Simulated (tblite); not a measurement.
# C4H12OSSi: the cost of one run

Computed with tblite 0.8.0 and PySCF 2.14.0, with density-fitted response routines of our own, on a single molecule in the gas phase. Atoms count from 0, in the outputs and in this text.

## Step 1: The molecule as given

19 atoms, charge 0, multiplicity 1; geometry from: force field or distance geometry start.

Bonds of the start (Å): C0–S1 1.83, S1–Si2 2.15, Si2–O3 1.68, O3–C4 1.38, C4–C5 1.49, C4–C6 1.51, C0–H7 1.12, C0–H8 1.11, C0–H9 1.10, Si2–H10 1.47, Si2–H11 1.48, C4–H12 1.11, C5–H13 1.11, C5–H14 1.12, C5–H15 1.12, C6–H16 1.11, C6–H17 1.08, C6–H18 1.12.

## Step 2: Optimising the geometry with GFN2-xTB

What the job is given:

```
{"job": {"kind": "relax", "xc": "GFN2-xTB", "basis": "xTB"}, "charge": 0, "multiplicity": 1}
C      3.821600    -0.741500    -0.852800
S      2.978000     0.786300    -0.288400
Si     0.915300     0.560300    -0.842600
O     -0.177000     1.075100     0.325600
C     -1.385200     0.420100     0.417100
C     -1.644700    -0.304500     1.688400
C     -2.580400     1.285500     0.104100
H      3.523900    -1.567400    -0.165400
H      4.913900    -0.609500    -0.747100
H      3.531900    -0.985600    -1.889800
H      0.698100    -0.809000    -1.329500
H      0.719200     1.430400    -2.020600
H     -1.367100    -0.344900    -0.383600
H     -1.563900    -1.393200     1.485400
H     -0.948900    -0.012400     2.510100
H     -2.695400    -0.068100     2.000600
H     -3.191500     1.507300     1.007200
H     -2.286600     2.140400    -0.490200
H     -3.271000     0.670200    -0.535900
```

On the command line:

```
$ OMP_NUM_THREADS=1 python probes_run.py task.json out
```

The driver reads the jobs from task.json and runs them one after another.

Q: Estimate the wall time of this first job on 1 thread of Arm Neoverse N1, shared host.

About 1.6 s.
